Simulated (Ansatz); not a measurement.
The system is YbH3.

```xyz
4
Lattice="0.0000 2.6050 2.6050 2.6050 0.0000 2.6050 2.6050 2.6050 0.0000" Properties=species:S:1:pos:R:3 pbc="T T T"
Yb    0.0000    0.0000    0.0000
H     2.6050    2.6050    2.6050
H     1.3025    1.3025    1.3025
H     3.9075    3.9075    3.9075
```

The cell comes from a database or a generator and needn't be the stable form of this composition.

Base run:

- Program: Ansatz 0.2.0
- Functional: PBE
- Potentials or basis: Ansatz PAW
- Cutoff: 420 eV (not typed: the program's choice for these potentials)
- k mesh: 9 × 9 × 9
- Occupations: gaussian, width 0.05 eV
- Spin: collinear spin, ferromagnetic start
- Starting moments: [1.0, 0.0, 0.0, 0.0] μB

Its results: band gap on the k mesh none (metal or under the smearing width); pressure -5.4 GPa; net moment 0.20 μB per cell.

Task: The run is repeated on the same cell with these changes: functional from PBE to PBEsol; occupations from gaussian, width 0.05 eV to gaussian, width 0.1 eV. What comes out?

Result: Band gap on the k mesh none (metal or under the smearing width); pressure -8.9 GPa; net moment 0.00 μB per cell.

Caveats: spin-orbit coupling is left out, which moves the levels of the heavy elements; without U or exact exchange the open f shell lies at the Fermi level, which spoils levels, moments and volumes; the PAW data sets come from PBE, with cores solved anew for the run's functional, which leaves a small shift of forces and pressure (some runs); the starting moments weren't kept (some runs).
